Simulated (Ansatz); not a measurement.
# Al2Cu: the cost of one run

Program: Ansatz 0.2.0. Level of theory: DFT PBEsol, scalar-relativistic, plane waves, PAW. These are calculated values, not measurements.

2 further runs of the same task are left out: 2 set aside as unsound or not needed. Runs told in other sessions of the task aren't counted.

## Step 1: The system as given

Symmetry: P4/mmm, No. 123, tetragonal system. The conventional cell has a = 4.084 Å, b = 4.084 Å, c = 2.846 Å, α = 90.00°, β = 90.00°, γ = 90.00°. Al (site symmetry mmm) is surrounded by 4 Cu at 2.49 Å and 6 Al at 2.85 to 2.89 Å. Around Cu (site symmetry 4/mmm) lie 8 Al at 2.49 Å and 2 Cu at 2.85 Å.

Structure file:

```cif
data_structure
_symmetry_space_group_name_H-M 'P4/mmm'
_symmetry_Int_Tables_number 123
_cell_length_a 4.0842
_cell_length_b 4.0842
_cell_length_c 2.8464
_cell_angle_alpha 90.000
_cell_angle_beta 90.000
_cell_angle_gamma 90.000
_cell_volume 47.48
loop_
_atom_site_label
_atom_site_type_symbol
_atom_site_symmetry_multiplicity
_atom_site_Wyckoff_symbol
_atom_site_fract_x
_atom_site_fract_y
_atom_site_fract_z
_atom_site_occupancy
Al1 Al 2 e 0.50000 0.00000 0.50000 1
Cu1 Cu 1 a 0.00000 0.00000 0.00000 1
```

It goes back to an entry of the Materials Project, which need not be the stable form.

It is built from the cell relaxed beforehand with the same method (15.83 Å³/atom).

## Step 2: Zero of the scan

Contents of input.yaml:

```yaml
crystal:
  lattice:
    - [0.0, 0.0, -2.8463947559]
    - [-4.0841721958, 4.0841721958, 0.0]
    - [8.1683443915, 8.1683443915, 0.0]
  atoms:
    - { symbol: Al, position: [0.5, 0.25, 0.375] }
    - { symbol: Al, position: [0.5, 0.75, 0.625] }
    - { symbol: Al, position: [0.5, 0.25, 0.875] }
    - { symbol: Al, position: [0.5, 0.75, 0.125] }
    - { symbol: Al, position: [0.5, 0.25, 0.125] }
    - { symbol: Al, position: [0.5, 0.75, 0.375] }
    - { symbol: Al, position: [0.5, 0.25, 0.625] }
    - { symbol: Al, position: [0.5, 0.75, 0.875] }
    - { symbol: Cu, position: [0.0, 0.5, 0.25] }
    - { symbol: Cu, position: [0.0, 0.0, 0.5] }
    - { symbol: Cu, position: [0.0, 0.5, 0.75] }
    - { symbol: Cu, position: [0.0, 0.0, 0.0] }
basis:
  ecutwfc: 420
kpoints:
  mp_grid: { grid: [16, 8, 4] }
hamiltonian:
  xc: pbesol
scf:
  occupations: { method: gaussian, width: 0.15 }
output:
  forces: true
  stress: true
  eigenvalues: true
  write_density: true
  write_potential: true
  elf: true
  volumetric_format: npy
```

Launch:

```console
ansatz run input.yaml --threads 2 --pin off --max-ram 5120MiB --backend cpu --events-out ev --progress --plain --runs-dir out
```

**Question.** How long does this run take on 2 threads of Intel Xeon at 2.70GHz, shared host, and how much memory does it need?

About 53 s, with a peak of 1.2 GiB.
